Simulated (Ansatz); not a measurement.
**GeCl2 (SMILES Cl[Ge]Cl): PBE/aug-cc-pVDZ**

Aim: the electronic atomisation energy of GeCl2 at PBE/aug-cc-pVDZ, from 3 runs. 

The calculation is run with Ansatz 0.2.0.

36 further runs of the same task are left out: 36 set aside as unsound or not needed.

### 1 Starting point

GeCl2: 3 atoms, total charge 0, spin state singlet. SMILES: `Cl[Ge]Cl`. The shape is that of a PBE0-D4/def2-TZVP optimisation.

Bond lengths: Cl1–Ge2 2.182 Å, Ge2–Cl3 2.182 Å. Angles: Cl1–Ge2–Cl3 100.0°.

### 2 A single-point energy at PBE/aug-cc-pVDZ

Input file molecule.yaml:

```yaml
crystal:
  periodic: [false, false, false]
  atoms:
    - {symbol: Cl, position_ang: [-0.065420, -1.681680, 0.422740]}
    - {symbol: Ge, position_ang: [-0.421210, 0.067170, -0.832020]}
    - {symbol: Cl, position_ang: [0.486630, 1.614500, 0.409270]}
basis:
  gaussian: {orbitals: aug-cc-pVDZ}
hamiltonian: {xc: {name: PBE}}
accuracy: high
total_charge: 0
output: {orbitals: {seedname: orbitals}}
```

Started as:

```console
$ ansatz run molecule.yaml --threads 1 --pin off --max-ram 3480MiB --events-out events.jsonl --progress --plain --runs-dir runs
```

Output:

```text
Warning: RAYON_NUM_THREADS=1 ignored (pool sized by the plan → 1); use --threads N
Functional definition: PBE
  name "PBE"
  parameter kappa = 0.804
  parameter beta = 0.06672455060314922
  exchange = pbe_x(kappa = kappa, mu = beta*pi^2/3)
  correlation = pbe_c(beta = beta)
1751 factors; integrals over basis functions are off by at most 4.4e-9 eV
mean field evaluation 1: about -81545.6595 eV, gradient 2.0e1 eV
mean field evaluation 2: about -81542.0583 eV, gradient 4.0e1 eV
mean field evaluation 4: about -81546.7822 eV, gradient 1.3e0 eV
mean field evaluation 8: about -81546.7908 eV, gradient 1.3e-2 eV
mean field evaluation 16: about -81546.7908 eV, gradient 7.3e-7 eV
mean field -81546.79083914 eV, -2996.7892889383 hartree, gradient 3.2e-8 eV, S^2 0.000000; 0 other end points of the search recorded, 0 dependent functions left out
reference -81546.79084303 eV, -2996.7892890813 hartree; 33, 33 occupied and 57, 57 virtual orbitals, 1751 factors
Total energy: -81546.79084303 eV, -2996.7892890813 hartree
```

Wall time 6 s (1 thread of Arm Neoverse V2, shared host); peak memory 0.21 GiB.

### 3 The Cl atom at the same level

Input file in.yaml:

```yaml
crystal:
  periodic: [false, false, false]
  atoms:
    - {symbol: Cl, position_ang: [0.000000, 0.000000, 0.000000]}
basis:
  gaussian:
    orbitals: aug-cc-pVDZ
magnetization:
  spin_polarized: true
  initial_magnetization: 1
hamiltonian:
  xc: pbe
accuracy: high
```

Started as:

```console
$ ansatz run in.yaml --threads 1 --pin off --max-ram 3480MiB --events-out events.jsonl --progress --plain --runs-dir runs
```

Output (excerpt; [...] marks lines left out):

```text
Warning: RAYON_NUM_THREADS=1 ignored (pool sized by the plan → 1); use --threads N
[... 6 set-up lines as earlier in the session ...]
231 factors; integrals over basis functions are off by at most 3.0e-9 eV
mean field evaluation 1: about -12515.8500 eV, gradient 3.6e0 eV
mean field evaluation 2: about -12515.9077 eV, gradient 2.3e0 eV
mean field evaluation 4: about -12515.9352 eV, gradient 4.5e-1 eV
mean field evaluation 8: about -12515.9368 eV, gradient 7.1e-4 eV
mean field evaluation 16: about -12515.7832 eV, gradient 4.6e0 eV
mean field evaluation 32: about -12515.9366 eV, gradient 1.1e-1 eV
mean field -12515.93675408 eV, -459.9521921056 hartree, gradient 4.5e-9 eV, S^2 0.751967; 2 other end points of the search recorded, 0 dependent functions left out
reference -12515.93675691 eV, -459.9521922099 hartree; 9, 8 occupied and 18, 19 virtual orbitals, 231 factors
Total energy: -12515.93675691 eV, -459.9521922099 hartree
```

Run time: 0.9 s. Hardware: 1 thread of Arm Neoverse V2, shared host.

### 4 The Ge atom, same level

Input file run.yaml:

```yaml
basis:
  gaussian: {orbitals: aug-cc-pVDZ}
crystal:
  periodic: [false, false, false]
  atoms:
    - {symbol: Ge, position_ang: [0.000000, 0.000000, 0.000000]}
hamiltonian: {xc: {name: PBE}}
accuracy: high
magnetization: {spin_polarized: true, initial_magnetization: 2}
```

Run the same way, it converges to -2076.57461 Eh (log not shown).

### 5 What came out

Level: PBE/aug-cc-pVDZ.

| quantity | value |
| --- | --- |
| molecule: total energy | -2996.78929 Eh |
| molecule: HOMO energy | -7.10 eV |
| molecule: LUMO energy | -3.89 eV |
| molecule: HOMO–LUMO gap | 3.22 eV |
| Cl atom: total energy | -459.95219 Eh |
| Cl atom: ⟨S²⟩ | 0.752 |
| Ge atom: total energy | -2076.57461 Eh |
| Ge atom: ⟨S²⟩ | 2.002 |
| electronic atomisation energy | 8.444 eV |

Taking the molecule apart into free atoms costs 8.44 eV (195 kcal/mol), before zero-point energy and without spin-orbit coupling.
